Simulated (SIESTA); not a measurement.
# ErCuGe under changes of volume

One of the cells (19.197 Å³/atom); the others are scaled copies at fixed shape and fractional positions:

```xyz
3
Lattice="4.2432 0.0000 0.0000 -2.1216 3.6747 0.0000 0.0000 0.0000 3.6935" Properties=species:S:1:pos:R:3 pbc="T T T"
Er    0.0000    0.0000    0.0000
Ge    2.1216    1.2249    1.8468
Cu    0.0000    2.4498    1.8468
```

The cell comes from a database or a generator and needn't be the stable form of this composition.

| Item | Value |
| --- | --- |
| Program | SIESTA 5.4.2 |
| Functional | PBEsol |
| Potentials or basis | PseudoDojo 0.4 standard with PseudoDojo 3+ lanthanides (4f in the core) (PBE and PBEsol files) |
| Basis | DZP (energy shift 0.003 Ry; two zetas on semicore shells) |
| Grid cutoff | 800 Ry |
| Energy shift | 0.003 Ry |
| k mesh | 7 × 7 × 7 |
| Occupations | fermi-dirac, width 0.05 eV |
| Spin | collinear spin, ferromagnetic start |
| Starting moments | [3.0, 0.0, 0.6] μB |

```csv
volume (Å³/atom),energy over the lowest point (meV/atom),pressure (GPa)
17.692,1.48,1.8
18.068,0.00,-0.5
18.445,?,?
19.197,25.23,-6.1
19.574,41.50,-7.7
19.950,61.20,-9.0
```

**Question.** What does the run at 18.445 Å³/atom give?

**Answer.** Energy over the lowest point 4.00 meV/atom; pressure -2.8 GPa.

Worked out: A Birch-Murnaghan fit of order 3 (a polynomial in V^(-2/3)) to the other rows has its minimum at 17.98 Å³/atom with B0 = V·E''(V) = 111 GPa and B' = 4.9 at fixed shape and positions, which overstates the stiffness. It gives 3.90 meV/atom at 18.445 Å³/atom, against the run's 4.00, and -dE/dV = -2.7 GPa, against -2.8.

Energies are extrapolated to zero smearing.

Caveats: the magnetic or orbital state may not be the lowest; the potentials were made for another functional, which shifts forces and pressure; short orbitals over semicore shells can move pressures by several GPa; the basis of atomic orbitals isn't converged, which shifts pressures, moduli and gaps.
